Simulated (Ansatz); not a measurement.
Task: a supercell folding check of EuZn, space group Pm-3m, with the Ansatz DFT code, driven from Python. Give the script and its output. Level of theory (first run): PBEsol, PAW, cutoff 422 eV, 4×4×4 k-points, Fermi-Dirac smearing of 0.1 eV, collinear spin, D4 dispersion.

```xyz
2
Lattice="3.8080 0.0000 0.0000 0.0000 3.8080 0.0000 0.0000 0.0000 3.8080" Properties=species:S:1:pos:R:3 pbc="T T T"
Eu    0.0000    0.0000    0.0000
Zn    1.9040    1.9040    1.9040
```

Script `run_fold.py`:
```python
'''Band folding check for EuZn.'''

import warnings

import ansatz as az

params = {
    'xc': 'pbesol',
    'vdw': 'D4',
}


def main() -> None:
    warnings.simplefilter('ignore', az.DeckWarning)

    structure = (
        az.Lattice.of((3.808, 0.0, 0.0), (0.0, 3.808, 0.0), (0.0, 0.0, 3.808))
        .atom('Eu', (0.0, 0.0, 0.0))
        .atom('Zn', (0.5, 0.5, 0.5))
        .moments(Eu=4.9)
    )

    # the mesh shrinks as the cell grows, so that all cells sample the same points
    mesh = (4, 4, 4)
    rows = []
    for repeats in [(1, 1, 1), (1, 2, 1), (2, 2, 1)]:
        base = (
            structure.supercell(*repeats).calculation()
            .functional(params['xc'], dispersion=params['vdw'])
            .pseudopotentials('paw')
            .basis(31 * az.Ry)
            .occupations(az.OccupationsMethod.FERMI_DIRAC)
            .spin('collinear')
            .kpoints(*(k // n for k, n in zip(mesh, repeats)))
        )
        data = base.run(threads=1, backend='cpu').report
        n = len(data['lattice']['sites'])
        rows.append((repeats, n, data['free_energy_ev'] / n, data['fermi_energy_ev'], data['n_kpoints'], data['n_symmetry_ops']))
    lines = [','.join(['repeats', 'atoms', 'F/atom eV', 'Fermi level eV', 'k-points', 'symmetry operations'])] + [','.join(f'{v:.4f}' if isinstance(v, float) else str(v) for v in row) for row in rows]
    print('\n'.join(lines))
    with open('fold.csv', 'w') as handle:
        handle.write('\n'.join(lines) + '\n')


if __name__ == '__main__':
    main()
```

Output of `python run_fold.py`:
```text
repeats,atoms,F/atom eV,Fermi level eV,k-points,symmetry operations
(1, 1, 1),2,-5973.0122,9.6798,10,48
(1, 2, 1),4,-5973.0122,9.6799,12,32
(2, 2, 1),8,-5973.0122,9.6798,9,64
```

Caveats:
- Total energies depend on the potentials; only differences at equal settings carry meaning.
- Open f shells: without a Hubbard U, without spin-orbit coupling; the state reached hangs on the start and needn't be the lowest.
- Dispersion corrections can be off by several per cent in the lattices of metals, and by several GPa in the pressure at a fixed cell.
- For a metal this k-point mesh is coarse: on a finer one energies can move by several to tens of meV an atom and pressures by half a GPa or more, differences at one mesh by less.
- The starting cell is as deposited in a crystallographic database; the results hold for this polymorph, which needn't be the stable one.
- The count of operations in a supercell holds its pure translations too, and an uneven repeat can lower the point group.
- Run time: 18 s on 1 thread of AMD EPYC 9R45 96-Core Processor (Zen 5) (shared host), peak memory 0.81 GiB.
